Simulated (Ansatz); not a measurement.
Predict the output of the script below (the Python package of Ansatz (0.2.0)).

Script `energy_c2h9opsi2.py`:
```python
"""Single point of C2H9OPSi2 in a Gaussian basis."""

import ansatz as az
import numpy as np

GEOMETRY = """
C    -2.64260   -0.54240    0.46220
C    -1.64490    0.40460   -0.12490
O    -1.92200    1.58550   -0.26110
Si    0.01530   -0.20660   -0.64770
Si    1.59310    0.83150    0.54220
P     3.58030    0.09770   -0.07810
H    -3.58320   -0.01050    0.72010
H    -2.87320   -1.34330   -0.27090
H    -2.22510   -0.99910    1.38380
H     0.21570    0.07170   -2.07730
H     0.10750   -1.65510   -0.41210
H     1.38900    0.55100    1.97100
H     1.50760    2.28020    0.30630
H     3.29390    0.23450   -1.49580
H     3.18870   -1.29990   -0.01780
"""


def main() -> None:
    geometry = az.Crystal.molecule()
    for line in GEOMETRY.strip().splitlines():
        symbol, *xyz = line.split()
        geometry = geometry.atom(symbol, [float(v) for v in xyz])

    model = (
        geometry.calculation()
        .basis(gaussian="6-31G*")
        .functional("B3LYP")
        .forces()
    )
    print(model.to_yaml())
    done = model.run(threads=1, pin="off")
    summary = done.report

    print(f"E = {summary['free_energy_ev']:.6f} eV = {summary['free_energy_ev'] / 27.211386246:.7f} Ha")
    print("converged:", summary["converged"], " doubts:", summary["published_state_doubts"] or "none")

    field = summary["mean_field"]
    print("<S^2> =", round(abs(field["state"]["spin_squared"]), 4), " relativity:", field["relativity"])
    print("passes:", field["passes"])
    if "symmetry" in field:
        print("occupied orbitals by irrep:", field["symmetry"]["occupied"])

    symbols = [site.symbol for site in geometry.cartesian_sites]
    print("forces (eV/A)")
    for symbol, f in zip(symbols, summary["forces_ev_ang"]):
        print(f"  {symbol:2s} {f[0]:9.4f} {f[1]:9.4f} {f[2]:9.4f}")

    charges = summary["charge_distribution"]
    dipole = np.array(charges["dipole_moment_e_ang"]) * 4.803205
    print("dipole (D): {:.3f} {:.3f} {:.3f}, length {:.3f}".format(*dipole, np.linalg.norm(dipole)))
    print("atom  Mulliken   Lowdin")
    for symbol, m, l in zip(symbols, charges["mulliken_charges_e"], charges["lowdin_charges_e"]):
        print(f"{symbol:4s} {m:9.3f} {l:8.3f}")


if __name__ == "__main__":
    main()
```

```console
$ python energy_c2h9opsi2.py
crystal:
  periodic: [false, false, false]
  atoms:
    - { symbol: C, position_ang: [-2.6426, -0.5424, 0.4622] }
    - { symbol: C, position_ang: [-1.6449, 0.4046, -0.1249] }
    - { symbol: O, position_ang: [-1.922, 1.5855, -0.2611] }
    - { symbol: Si, position_ang: [0.0153, -0.2066, -0.6477] }
    - { symbol: Si, position_ang: [1.5931, 0.8315, 0.5422] }
    - { symbol: P, position_ang: [3.5803, 0.0977, -0.0781] }
    - { symbol: H, position_ang: [-3.5832, -0.0105, 0.7201] }
    - { symbol: H, position_ang: [-2.8732, -1.3433, -0.2709] }
    - { symbol: H, position_ang: [-2.2251, -0.9991, 1.3838] }
    - { symbol: H, position_ang: [0.2157, 0.0717, -2.0773] }
    - { symbol: H, position_ang: [0.1075, -1.6551, -0.4121] }
    - { symbol: H, position_ang: [1.389, 0.551, 1.971] }
    - { symbol: H, position_ang: [1.5076, 2.2802, 0.3063] }
    - { symbol: H, position_ang: [3.2939, 0.2345, -1.4958] }
    - { symbol: H, position_ang: [3.1887, -1.2999, -0.0178] }
basis:
  gaussian:
    orbitals: "6-31G*"
hamiltonian:
  xc: b3lyp
output:
  forces: true

E = -29311.298870 eV = -1077.1703656 Ha
converged: True  doubts: none
<S^2> = 0.0  relativity: none
passes: {'evaluations': 16, 'products': 13}
occupied orbitals by irrep: [{'A': 36}, {'A': 36}]
forces (eV/A)
  C    -0.8627   -0.4051    0.4613
  C    -1.4192    0.4653    0.1794
  O     0.0971    0.5707   -0.1180
  Si    0.4121   -0.7582   -0.8058
  Si    0.0809    0.6530    0.5478
  P     0.8099   -0.6837   -0.6307
  H     0.4709   -0.2042   -0.1261
  H     0.1388    0.1245    0.4073
  H    -0.1911   -0.0647   -0.3910
  H    -0.0114    0.0327   -0.3511
  H     0.0611   -0.4460   -0.0303
  H     0.0316   -0.0055    0.4066
  H     0.0604    0.3529    0.0386
  H     0.1359   -0.1210    0.5065
  H     0.1858    0.4893   -0.0947
dipole (D): -0.418 -2.387 0.180, length 2.430
atom  Mulliken   Lowdin
C       -0.517   -0.340
C        0.297   -0.134
O       -0.409   -0.038
Si       0.192    0.107
Si       0.143    0.018
P       -0.102    0.044
H        0.175    0.135
H        0.176    0.149
H        0.174    0.149
H       -0.040   -0.030
H       -0.065   -0.050
H       -0.042   -0.033
H       -0.023   -0.024
H        0.023    0.023
H        0.019    0.022
```

Total energies depend on the basis set; only differences at equal settings carry meaning. The geometry is a force-field or estimated start, not a minimum of this method, and the basis set is short of its limit. The Löwdin charges here are taken after orthogonalising the functions within each atom; they differ from plain Löwdin charges, and their signs can be unphysical. b3lyp holds the VWN-RPA fit, as in Gaussian; the form of ORCA and Turbomole is b3lyp5. Finished in 4.8 s on 1 thread of Intel(R) Xeon(R) 6975P-C (Granite Rapids), on a shared host, peak memory 0.36 GiB.

(Lines on the test bed's own set-up are left out of the output.)
